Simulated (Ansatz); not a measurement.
**CH6ClSbSi: up Jacob's ladder to CCSD(T)**

An exercise on one series of results from a longer session: the logs are not shown, and one member is left open.

Computed with Ansatz 0.2.0, Gaussian basis. Level: functionals in def2-TZVPP, the program's frozen cores in correlated methods.

Levels to be run: LDA (SPW92), PBE-D4, revPBE-D4, BLYP-D4, r2SCAN-D4, B97M-V, PBE0-D4, B3LYP-D4, r2SCANh-D4, r2SCAN0-D4, HSE06-D4, BHLYP-D4, CAM-B3LYP-D4, LC-ωPBE, ωB97X-V, ωB97M-V, B2PLYP, PBE-QIDH; CCSD(T)/def2-SVP; CCSD(T)/def2-TZVPP; MP2/def2-QZVPP; extrapolation to the limit; RPA on PBE.

**Structure used throughout**

All runs share one geometry, relaxed beforehand with PBE0-D4 in a triple-zeta def2 set. Sb takes the def2 core potential; no spin-orbit term is included.

SMILES `C[SiH](Cl)[SbH2]`, 10 atoms, charge 0, spin multiplicity 1.

Atoms are counted from 1 here; the program's logs count them from 0.

Bond lengths: C1–Si2 1.861 Å, C1–H5 1.093 Å, C1–H6 1.093 Å, C1–H7 1.091 Å, Si2–Cl3 2.071 Å, Si2–Sb4 2.573 Å, Si2–H8 1.487 Å, Sb4–H9 1.712 Å, Sb4–H10 1.710 Å. Angles: Si2–C1–H5 110.4°, Si2–C1–H6 109.8°, Si2–C1–H7 110.6°, H5–C1–H6 108.8°, H5–C1–H7 108.7°, H6–C1–H7 108.4°, C1–Si2–Cl3 108.6°, C1–Si2–Sb4 114.7°, C1–Si2–H8 110.6°, Cl3–Si2–Sb4 107.1°, Cl3–Si2–H8 106.4°, Sb4–Si2–H8 109.0°, Si2–Sb4–H9 89.8°, Si2–Sb4–H10 89.9°, H9–Sb4–H10 91.2°.

Geometry (Å):

```xyz
10
CH6ClSbSi
C    -0.89672   -0.18812   -1.02304
Si    0.12818   -0.78760    0.41044
Cl    1.49014   -2.18320   -0.28825
Sb    1.47536    1.04578    1.61138
H    -1.41234   -1.02573   -1.49917
H    -1.64228    0.52964   -0.67147
H    -0.26706    0.30427   -1.76625
H    -0.72344   -1.49222    1.40493
H     0.06110    2.00421    1.72382
H     1.87006    1.74187    0.10070
```

Set-up of the first run:

File in.yaml:

```yaml
crystal:
  periodic: [false, false, false]
  atoms:
    - {symbol: C, position_ang: [-0.896718, -0.188125, -1.023040]}
    - {symbol: Si, position_ang: [0.128180, -0.787597, 0.410444]}
    - {symbol: Cl, position_ang: [1.490140, -2.183200, -0.288255]}
    - {symbol: Sb, position_ang: [1.475359, 1.045779, 1.611381]}
    - {symbol: H, position_ang: [-1.412339, -1.025726, -1.499167]}
    - {symbol: H, position_ang: [-1.642285, 0.529639, -0.671468]}
    - {symbol: H, position_ang: [-0.267062, 0.304272, -1.766250]}
    - {symbol: H, position_ang: [-0.723436, -1.492224, 1.404934]}
    - {symbol: H, position_ang: [0.061104, 2.004210, 1.723819]}
    - {symbol: H, position_ang: [1.870057, 1.741872, 0.100702]}
basis:
  gaussian: {orbitals: def2-TZVPP}
hamiltonian: {xc: lda}
output: {orbitals: {seedname: orbitals}}
```

Command:

```
> ansatz run in.yaml --threads 4 --pin off --events-out ev --progress --plain --max-ram 10444MiB
```

Among the steps run: LDA; PBE-D4 (GGA); revPBE-D4 (GGA); BLYP-D4 (GGA); r2SCAN-D4 (meta-GGA); B97M-V (meta-GGA); B3LYP-D4 (hybrid); r2SCANh-D4 (hybrid); r2SCAN0-D4 (hybrid); HSE06-D4 (hybrid); BHLYP-D4 (hybrid); CAM-B3LYP-D4 (range-separated); LC-ωPBE (range-separated); ωB97X-V (range-separated); ωB97M-V (range-separated); B2PLYP (double hybrid); PBE-QIDH (double hybrid).

One of the session's tables, all rows but one given; the rest of the session is left out.

It belongs to the step «Orbital energies across the functionals». 

| functional | HOMO (eV) | gap (eV) |
| --- | --- | --- |
| LDA (SPW92) | -6.34 | 4.99 |
| PBE-D4 | -6.20 | 5.02 |
| revPBE-D4 | -6.15 | 5.04 |
| BLYP-D4 | -6.06 | 4.97 |
| r2SCAN-D4 | ? | ? |
| B97M-V | -6.43 | 5.34 |
| PBE0-D4 | -7.20 | 6.77 |
| B3LYP-D4 | -7.01 | 6.36 |
| r2SCANh-D4 | -6.81 | 6.12 |
| r2SCAN0-D4 | -7.36 | 7.07 |
| HSE06-D4 | -6.82 | 6.02 |
| BHLYP-D4 | -8.07 | 8.39 |
| CAM-B3LYP-D4 | -8.39 | 8.87 |
| LC-ωPBE | -9.62 | 11.15 |
| ωB97X-V | -9.32 | 10.75 |
| ωB97M-V | -9.17 | 10.36 |

**Question.** Estimate the row for r2SCAN-D4.

Worked estimate for «HOMO (eV)». Against the share of exact exchange, r2SCANh-D4 (0.1, -6.81), r2SCAN0-D4 (0.25, -7.36) give a slope of -3.67 per unit share; at 0 the line stands at -6.44.

The run gave: HOMO (eV): -6.45; gap (eV): 5.48. In «HOMO (eV)» the line misses by +0.01.
